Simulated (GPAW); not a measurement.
# NiMoIrPdW (P3m1) in GPAW: notebook, part 3 of 3

GPAW 26.7.0. Earlier steps stand in the parts before.

### 4 Density of states, PBE, collinear spin, ferromagnetic start

Contents of run.py:

```python
import numpy as np
from ase import Atoms
from ase.dft.bandgap import bandgap
from ase.io import write
from ase.units import GPa
from ase.parallel import parprint
from gpaw import GPAW, PW

atoms = Atoms(['Ni', 'Mo', 'Pd', 'Ir', 'W'],
              cell=[[4.1170512982, 0.0, 0.0],
                    [-2.0585256491, 3.5654710129, 0.0],
                    [0.0, 0.0, 5.4458]],
              scaled_positions=[[0.0, 0.0, 0.95775],
                                [0.6666666667, 0.3333333333, 0.96161],
                                [0.6666666667, 0.3333333333, 0.46295],
                                [0.3333333333, 0.6666666667, 0.72572],
                                [0.3333333333, 0.6666666667, 0.23642]],
              pbc=True)
atoms.set_initial_magnetic_moments([1.0, 1.0, 0.0, 0.6, 0.0])

calc = GPAW(mode=PW(600),
            xc='PBE',
            kpts={'size': (5, 5, 4), 'gamma': True},
            occupations={'name': 'fermi-dirac', 'width': 0.05},
            nbands=64,
            convergence={'density': 1e-05, 'energy': 1e-05},
            maxiter=150,
            txt='gpaw.txt')
atoms.calc = calc
energy = atoms.get_potential_energy()
forces = atoms.get_forces()
stress = atoms.get_stress()
calc.write('gs.gpw')
write('result.traj', atoms)
parprint(f'Energy: {energy:.6f} eV')
parprint('Forces (eV/A):')
parprint(forces.round(4))
parprint('Stress (GPa):', (stress / GPa).round(3))
parprint('Moments:', calc.get_magnetic_moments().round(3))
parprint('Fermi level:', round(calc.get_fermi_level(), 4), 'eV')
parprint(f'Gap: {bandgap(calc)[0]:.4f} eV, direct: {bandgap(calc, direct=True)[0]:.4f} eV')

dense = calc.fixed_density(kpts={'size': (7, 7, 6), 'gamma': True}, update_fermi_level=True,
                           nbands=87, convergence={'bands': 'CBM+6.0', 'eigenstates': 1e-6}, txt='dos.txt')
ef = dense.get_fermi_level()
dos = dense.dos(shift_fermi_level=False)
energies = np.linspace(ef - 14, ef + 6, 401)
spins = [0, 1]
columns = [energies] + [dos.raw_dos(energies, spin=s, width=0.05) for s in spins]
for symbol, l in [('Ir', 0), ('Ir', 1), ('Ir', 2), ('Mo', 0), ('Mo', 1), ('Mo', 2), ('Ni', 0), ('Ni', 1), ('Ni', 2), ('Pd', 0), ('Pd', 1), ('Pd', 2), ('W', 0), ('W', 1), ('W', 2)]:
    for s in spins:
        columns.append(sum(dos.raw_pdos(energies, a=a.index, l=l, spin=s, width=0.05)
                           for a in atoms if a.symbol == symbol))
np.savetxt('dos.dat', np.array(columns).T, fmt='%.4f')
parprint('Fermi level on the dense mesh:', round(ef, 4), 'eV')
```

Potentials or basis: GPAW PAW data sets (gpaw-data 1.2.1), pw.

Command:

```sh
> OMP_NUM_THREADS=1 mpirun -n 8 gpaw python run.py
```

gpaw.txt:

```text
__  _  _
 | _ |_)|_||  |
 |__||  | ||/\| - 26.7.0

Input parameters:
  mode=PW(ecut=600.0),
  convergence={'density': 1e-05, 'energy': 1e-05},
  kpts=MonkhorstPack(size=(5, 5, 4), gamma=True),
  maxiter=150,
  nbands=64,
  occupations=Occupations(name='fermi-dirac', width=0.05),
  xc=XC(name='PBE')

Diagonalizing LCAO Hamiltonian
Converting LCAO to pw mode

       NiIr  Mo

             Pd
         W

Atoms  # Å, Bohr magnetons
|   | symbol |         x |        y |        z |    initial magnetic moments |
|---|--------|-----------|----------|----------|-----------------------------|
| 0 |     Ni |  0.000000 | 0.000000 | 5.215715 | ( 0.0000,  0.0000,  1.0000) |
| 1 |     Mo |  2.058526 | 1.188490 | 5.236736 | ( 0.0000,  0.0000,  1.0000) |
| 2 |     Pd |  2.058526 | 1.188490 | 2.521133 | ( 0.0000,  0.0000,  0.0000) |
[... 276 lines left out ...]
| 0.000000 | 0.000000 | -0.000019 |  # Pd   2
| 0.000000 | 0.000000 |  0.000007 |  # Ir   3
| 0.000000 | 0.000000 |  0.000118 |  # W    4

Fermi level: 10.617
Eigenvalues  # (at kpt = [0.000, 0.000, 0.000])
| band index |      eig [eV] | occ [0-1] |      eig [eV] | occ [0-1] |
|------------|---------------|-----------|---------------|-----------|
|          0 |       -63.371 |     1.000 |       -63.371 |     1.000 |
|        ... |               |           |               |           |
|         29 |         8.131 |     1.000 |         8.131 |     1.000 |
|         30 |         8.369 |     1.000 |         8.369 |     1.000 |
|         31 |         8.369 |     1.000 |         8.369 |     1.000 |
|         32 |         8.902 |     1.000 |         8.902 |     1.000 |
|         33 |         8.902 |     1.000 |         8.902 |     1.000 |
|         34 |         9.646 |     1.000 |         9.646 |     1.000 |
[... 8 lines left out ...]
|         43 |        14.564 |     0.000 |        14.564 |     0.000 |
|         44 |        15.825 |     0.000 |        15.825 |     0.000 |
|        ... |               |           |               |           |
|         63 |        29.589 |     0.000 |        29.589 |     0.000 |

No gap
No difference between direct/indirect transitions

Forces  # eV/Ang
|        x |        y |        z |
|----------|----------|----------|
|  0.00000 |  0.00000 | -0.05400 |  # Ni   0
| -0.00000 |  0.00000 |  0.18866 |  # Mo   1
| -0.00000 | -0.00000 |  0.00601 |  # Pd   2
|  0.00000 |  0.00000 | -0.03473 |  # Ir   3
|  0.00000 | -0.00000 | -0.10596 |  # W    4

Stress tensor  # eV/Ang^3
|         x |         y |         z |
|-----------|-----------|-----------|
| -0.001379 |  0.000000 |  0.000000 |
|  0.000000 | -0.001379 | -0.000000 |
|  0.000000 | -0.000000 |  0.001272 |

# Writing to gs.gpw (mode='')
```

dos.txt:

```text
Diagonalizing LCAO Hamiltonian
Converting LCAO to pw mode
convergence criteria:
- Maximum integral of absolute [eigenst]ate change: 1e-06 eV^2 / valence electron
maximum number of iterations: 150

SCF iterations
|iter     | |      energy | eigst |  dens |  magmom |
|---------|-|-------------|-------|-------|---------|
|iter:   1| |             | +0.71 |       |  +0.0001|
|iter:   2| |             | -0.91 |       |  +0.0001|
|iter:   3| |             | -2.52 |       |  +0.0001|
|iter:   4| |             | -3.84 |       |  +0.0001|
|iter:   5| |             | -4.77 |       |  +0.0001|
|iter:   6| |             | -5.90 |       |  +0.0001|
|iter:   7| |             | -6.50c|       |  +0.0001|
SCF steps: 7
  __  _  _
 | _ |_)|_||  |
 |__||  | ||/\| - 26.7.0

Input parameters:
  mode=PW(ecut=600.0),
  convergence={'bands': 'CBM+6.0', 'eigenstates': 1e-06},
  gpts=array([24, 24, 32]),
  kpts=MonkhorstPack(size=(7, 7, 6), gamma=True),
  maxiter=150,
  nbands=87,
  occupations=Occupations(name='fermi-dirac', width=0.05),
  xc=XC(name='PBE')
```

Run time: 67 s. Hardware: 8 MPI ranks of AMD EPYC 7R43 (Zen 3), shared host; peak memory 0.34 GiB.

Results:

| Quantity | Value |
| --- | --- |
| Free energy | -42.1564 eV |
| Pressure | 0.1 GPa |
| Largest force | 0.189 eV/Å |
| Band gap on the k mesh | none (metal or under the smearing width) |
| Net moment | 0.00 μB per cell |
| Density of states at the Fermi level | 4.94 states/eV per cell |

Forces on the atoms (eV/Å):
```
Ni   0.000  0.000 -0.054
Mo   0.000  0.000  0.189
Pd   0.000  0.000  0.006
Ir   0.000  0.000 -0.035
W    0.000  0.000 -0.106
```

Levels at points of the mesh, in eV from the Fermi level:
Spin up:
```
           k point  band 34  band 35  band 36  band 37  band 38  band 39  band 40  band 41
(0.00, 0.00, 0.00)    -1.71    -0.97    -0.77    -0.77     0.81     0.81     1.80     1.80
(0.00, 0.00, 0.50)    -1.46    -0.83    -0.32    -0.32    -0.16    -0.16     0.91     2.26
```
Spin down:
```tsv
k point	band 33	band 34	band 35	band 36	band 37	band 38	band 39	band 40	band 41	band 42
(0.00, 0.00, 0.00)	-1.71	-1.71	-0.97	-0.77	-0.77	0.81	0.81	1.80	1.80	2.99
(0.00, 0.00, 0.50)	-1.46	-1.46	-0.83	-0.32	-0.32	-0.16	-0.16	0.91	2.26	2.26
```

States per cell in windows of 1 eV (zero at the Fermi level; states under -8 eV left out):
| from (eV) | up | down |
| --- | --- | --- |
| -8.0 | 0.21 | 0.21 |
| -7.0 | 0.48 | 0.48 |
| -6.0 | 1.90 | 1.90 |
| -5.0 | 3.87 | 3.87 |
| -4.0 | 3.87 | 3.87 |
| -3.0 | 3.90 | 3.90 |
| -2.0 | 3.92 | 3.92 |
| -1.0 | 2.29 | 2.29 |
| 0.0 | 1.98 | 1.98 |
| 1.0 | 2.02 | 2.02 |
| 2.0 | 2.71 | 2.71 |
| 3.0 | 0.81 | 0.81 |
| 4.0 | 0.87 | 0.87 |
| 5.0 | 0.62 | 0.62 |

Caveat: the stock nickel data set gives pressures a few GPa off other programs.

### 5 Summary

```csv
task,level,potentials or basis,band path,band points,eigensolver,k mesh for the DOS,dos width,pressure (GPa),moment (μB),largest force (eV/Å)
band structure,revPBE,"the program's PAW data sets (release 1.2.1) made for this functional, pw","GMKGALHA,LM,KH",60,-,-,-,3.1,0.00,0.21
band structure,BLYP,"PAW data sets generated in the run's folder for this functional, pw","GMKGALHA,LM,KH",60,davidson,-,-,8.8,0.00,0.31
density of states,PBE,"GPAW PAW data sets (gpaw-data 1.2.1), pw",-,-,-,7 × 7 × 6,0.05 eV,0.1,0.00,0.19
```

Alike in all rows: spin collinear, ferromagnetic start; cell as given; k mesh 5 × 5 × 4; cutoff (eV) 600; smearing fermi-dirac 0.05 eV.

Caveats: the stock nickel data set gives pressures a few GPa off other programs; spin-orbit coupling is left out, which moves the levels of the heavy elements (some runs).

Absolute energies hang on the potentials; compare differences alone.
